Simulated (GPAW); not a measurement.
The system is CsEu.

```xyz
2
Lattice="4.4644 0.0000 0.0000 -2.2322 3.8663 0.0000 0.0000 0.0000 8.0086" Properties=species:S:1:pos:R:3 pbc="T T T"
Eu    2.2322    1.2888    0.0000
Cs    0.0000    0.0000    4.0043
```

The cell comes from a database or a generator and needn't be the stable form of this composition.

Base run:

* Program: GPAW 26.7.0
* Functional: LDA
* Potentials or basis: the program's PAW data sets (release 1.2.1) made for this functional
* Cutoff: 800 eV
* Basis: pw
* k mesh: 7 × 7 × 4
* Occupations: gaussian, width 0.02 eV
* Spin: collinear spin, ferromagnetic start
* Starting moments: [7.0, 0.0] μB

Its results: band gap on the k mesh none (metal or under the smearing width); pressure -1.1 GPa; net moment 7.50 μB per cell; site moments Eu +6.78; Cs +0.01 μB.

Problem. The run is repeated on the same cell with these changes: functional from LDA to PBE; potentials or basis from the program's PAW data sets (release 1.2.1) made for this functional to GPAW PAW data sets (gpaw-data 1.2.1). What comes out?

Solution. Band gap on the k mesh none (metal or under the smearing width); pressure -0.2 GPa; net moment 7.72 μB per cell; site moments Eu +6.78; Cs +0.01 μB.

Caveats: one-centre terms of the f shell are cut off; spin-orbit coupling is left out, which moves the levels of the heavy elements; without U or exact exchange the open f shell lies at the Fermi level, which spoils levels, moments and volumes.
